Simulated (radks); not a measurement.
# Exchange and kinetic functionals tested on atomic densities: Ru³⁺, Ca⁺, He, Ga⁺, Ne, Hg¹⁵⁺

Aim: take each self-consistent density and evaluate many functionals on it, against the exact exchange and kinetic energies of the same orbitals. Every spin shell is full or empty, so the densities are truly spherical.

Method: non-relativistic Kohn-Sham, PBE, spin-polarised, spherical densities, point nucleus; open shells are filled with parallel spins first. Code: radks (a radial shooting solver on a logarithmic mesh, Libxc functionals) version 1.

## (1) The atom as given

| Property | Result |
| --- | --- |
| species | Ru³⁺ ([Kr] 4d5), Ca⁺ ([Ar] 4s1), He ([He]), Ga⁺ ([Ar] 3d10 4s2), Ne ([Ne]), Hg¹⁵⁺ ([Kr] 4d10 4f14 5s2 5p3) |

## (2) Ru³⁺, [Kr] 4d5

Settings of this run:

```text
Z 44
configuration [Kr] 4d5
relativity non-relativistic
functional pbe,pbe
spin polarised
nucleus point
```

## (3) Ca⁺, [Ar] 4s1

Settings of this run:

```text
Z 20
configuration [Ar] 4s1
relativity non-relativistic
functional pbe,pbe
spin polarised
nucleus point
```

## (4) He, [He]

Settings of this run:

```text
Z 2
configuration [He]
relativity non-relativistic
functional pbe,pbe
spin polarised
nucleus point
```

## (5) Ga⁺, [Ar] 3d10 4s2

Settings of this run:

```text
Z 31
configuration [Ar] 3d10 4s2
relativity non-relativistic
functional pbe,pbe
spin polarised
nucleus point
```

## (6) Ne, [Ne]

Settings of this run:

```text
Z 10
configuration [Ne]
relativity non-relativistic
functional pbe,pbe
spin polarised
nucleus point
```

## (7) Hg¹⁵⁺, [Kr] 4d10 4f14 5s2 5p3

Settings of this run:

```text
Z 80
configuration [Kr] 4d10 4f14 5s2 5p3
relativity non-relativistic
functional pbe,pbe
spin polarised
nucleus point
```

**Question.** What will these runs give? Wanted: for each run, error in magnitude; Ru³⁺; Ca⁺; He; Ga⁺; Ne; Hg¹⁵⁺.

**Answer**, as computed:

```tsv
error in magnitude (%)	Ru³⁺	Ca⁺	He	Ga⁺	Ne	Hg¹⁵⁺
exchange, LDA	-5.18	-7.39	-13.63	-5.64	-8.71	-3.88
exchange, RPBE	-0.25	-0.05	+0.93	+0.15	+0.62	-0.19
exchange, OPTX	+1.06	+0.15	+0.35	+0.99	+0.30	+1.92
exchange, WC	-0.95	-1.44	-2.95	-0.77	-1.45	-0.63
exchange, SOGGA	-2.43	-3.31	-5.56	-2.41	-3.55	-1.82
exchange, EV93	-0.22	+0.86	+5.36	+0.44	+2.44	-0.41
exchange, APBE	+0.30	+0.56	+0.82	+0.76	+1.13	+0.27
exchange, r2SCAN	-0.09	-0.01	+0.68	+0.17	+0.42	-0.18
exchange, TASK	-2.31	-3.00	+0.68	-2.44	-2.47	-1.83
kinetic, Thomas-Fermi	-5.49	-6.94	-11.25	-6.26	-8.55	-4.66
kinetic, von Weizsacker	-56.60	-43.31	-0.00	-51.19	-29.74	-64.38
kinetic, TF + vW/9	-0.67	-0.64	-0.13	-0.84	-0.74	-0.70
kinetic, LC94	+0.08	+0.09	-0.44	-0.07	-0.17	+0.00
kinetic, APBEK	+0.15	+0.20	-0.51	+0.02	-0.03	+0.03
kinetic, Pearson	-0.95	-1.40	-4.91	-1.24	-2.53	-0.87
kinetic, LKT	+20.21	+27.96	+58.84	+23.07	+36.57	+16.02
kinetic, DePristo-Kress	-0.06	+0.02	-0.41	-0.16	-0.41	-0.21
kinetic, Ernzerhof	-0.36	-0.11	+3.08	-0.46	+0.16	-0.48
```

What this shows: Negative means that the magnitude is too small. For exchange the mean absolute error is least for r2SCAN (0.26 %) and largest for LDA (7.40 %). Among the orbital-free kinetic functionals LC94 (0.14 %) does best and von Weizsacker (40.87 %) worst. The functionals are evaluated on one density each, not self-consistently.
